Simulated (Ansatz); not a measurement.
NbTe:

```
Te Nb
1.0
     3.70297    0.00000    0.00000
    -1.85149    3.20687    0.00000
     0.00000    0.00000    3.69421
Te Nb
1 1
Direct
  0.66667 0.33333 0.00000
  0.00000 0.00000 0.50000
```

The cell comes from a database or a generator and needn't be the stable form of this composition.

Base run:

| Item | Value |
| --- | --- |
| Program | Ansatz 0.2.0 |
| Functional | PBEsol |
| Potentials or basis | Ansatz PAW |
| Cutoff | 420 eV (not typed: the program's choice for these potentials) |
| k mesh | 8 × 8 × 7 |
| Occupations | fermi-dirac, width 0.05 eV |
| Spin | no spin polarisation |
| Hubbard terms | Nb d U = 2 eV |

Its results: band gap on the k mesh none (metal or under the smearing width); pressure -4.9 GPa.

Problem. After a change of settings the same cell gave: band gap on the k mesh none (metal or under the smearing width); pressure -4.4 GPa. Which change was it?
A. hubbard terms from Nb d U = 2 eV to Nb d U = 6 eV
B. hubbard terms from Nb d U = 2 eV to Nb d U = 4 eV
C. hubbard terms from Nb d U = 2 eV to none; hubbard projectors from ortho-atomic (the default) to none

Solution. B.

Caveats: U without spin polarisation on a metal has little footing; the PAW data sets come from PBE, with cores solved anew for the run's functional, which leaves a small shift of forces and pressure; the U is typed as a test and isn't derived for this compound.
